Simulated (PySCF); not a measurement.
# C4H7NSi (Cyclopropyl Cyanosilane): the cost of one run

Computed with PySCF 2.14.0, with density-fitted response routines of our own, on a single molecule, in the gas phase or a continuum. Atoms count from 0, in the outputs and in this text.

## 1. The molecule as given

13 atoms, charge 0, multiplicity 1; geometry from: GFN2-xTB. The atoms were then displaced at random by about 0.01 Å, so the start is not that level's minimum.

Bonds of the start (Å): N0–C1 1.14, C1–Si2 1.87, Si2–C3 1.83, C3–C4 1.52, C4–C5 1.49, C5–C3 1.53, Si2–H6 1.47, Si2–H7 1.48, C3–H8 1.08, C4–H9 1.07, C4–H10 1.08, C5–H11 1.09, C5–H12 1.09.

## 2. Relaxing the molecule at PBE0-D3(BJ)/def2-SVP

What the job is given:

```
{"job": {"xc": "PBE0", "basis": "def2-SVP", "d3": "d3bj", "grid": 1, "shake": 0.01, "kind": "geom"}, "charge": 0, "multiplicity": 1}
N      2.051310     2.051610     1.052520
C      1.821440     1.103790     0.469930
Si     1.444500    -0.474080    -0.468680
C     -0.368270    -0.693730    -0.388130
C     -1.324230     0.489550    -0.434330
C     -1.181660    -0.278710     0.836200
H      1.949290    -0.268850    -1.830950
H      2.194650    -1.535140     0.237560
H     -0.780100    -1.574530    -0.869400
H     -2.244920     0.408140    -0.971850
H     -0.892670     1.480070    -0.453470
H     -0.636300     0.174390     1.664420
H     -2.027220    -0.899390     1.145860
```

Run with:

```
> OMP_NUM_THREADS=1 python probes_run.py task.json out
```

This one command runs all jobs of the session in turn.

**Question.** How long does this first job take on 1 thread of Arm Neoverse N1, shared host, and how much memory does it need?

About 82 s, with a peak of 0.49 GiB.
